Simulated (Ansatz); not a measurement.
This script drives Ansatz's Python interface.

Input file `b2brh3.xyz`:
```text
6

B    -0.22590   -0.04510   -0.85550
B     0.30190   -0.20470    0.67000
Br   -0.07000    1.19460    2.04800
H    -0.81740    0.97850   -1.14890
H    -0.06880   -0.83250   -1.70500
H     0.92230   -1.15480    0.94520
```

Script `bde_b2brh3.py`:
```python
# -*- coding: utf-8 -*-
"""Cost of removing each kind of hydrogen from B2BrH3, fragments frozen."""

import ansatz as az


def energy_of(molecule, charge=0, unpaired=0):
    calc = (
        molecule.calculation()
        .basis(gaussian="def2-SVP")
        .functional("pbe")
    )
    if charge:
        calc = calc.charge(charge)
    if unpaired:
        calc = calc.spin("collinear", total=unpaired)
    report = calc.run().report
    if report["published_state_doubts"]:
        print("  doubts:", report["published_state_doubts"])
    return report["free_energy_ev"]

def without(molecule, index):
    rest = az.Crystal.molecule()
    for i, site in enumerate(molecule.cartesian_sites):
        if i != index:
            rest = rest.atom(site.symbol, site.position_ang)
    return rest

system = az.Crystal.molecule_from_extxyz("b2brh3.xyz")

whole = energy_of(system, 0)
hydrogen = energy_of(az.Crystal.molecule().atom("H", (0, 0, 0)), 0, 1)
print(f"E(molecule) = {whole:.5f} eV, E(H) = {hydrogen:.5f} eV")
for index in [4, 5]:
    radical = energy_of(without(system, index), 0, 1)
    print(f"H{index}: homolysis {23.060548 * (radical + hydrogen - whole):.1f} kcal/mol")
    anion = energy_of(without(system, index), -1)
    print(f"H{index}: loss of a proton {23.060548 * (anion - whole):.1f} kcal/mol")
```

It is started by `python bde_b2brh3.py`. How long does it take on 1 thread of Arm Neoverse V1, on a shared host, and how much memory does it need?

It took about 19 s, with a peak of 0.21 GiB, for 6 runs of the engine.

```console
$ python bde_b2brh3.py
E(molecule) = -71423.73594 eV, E(H) = -13.56840 eV
H4: homolysis 102.1 kcal/mol
H4: loss of a proton 392.3 kcal/mol
H5: homolysis 92.5 kcal/mol
H5: loss of a proton 383.3 kcal/mol
```

Reading the output:
- Total energies depend on the basis set; only differences at equal settings carry meaning.
- The geometry is a force-field or estimated start, not a minimum of this method, and the basis set is short of its limit. All parts are taken at fixed geometry, without zero-point energy.
- This functional overbinds, so such energies come out a few per cent too high (LDA far more).
- The spin-orbit lowering of heavy atoms is left out.
- Anions want diffuse functions, which this basis lacks.
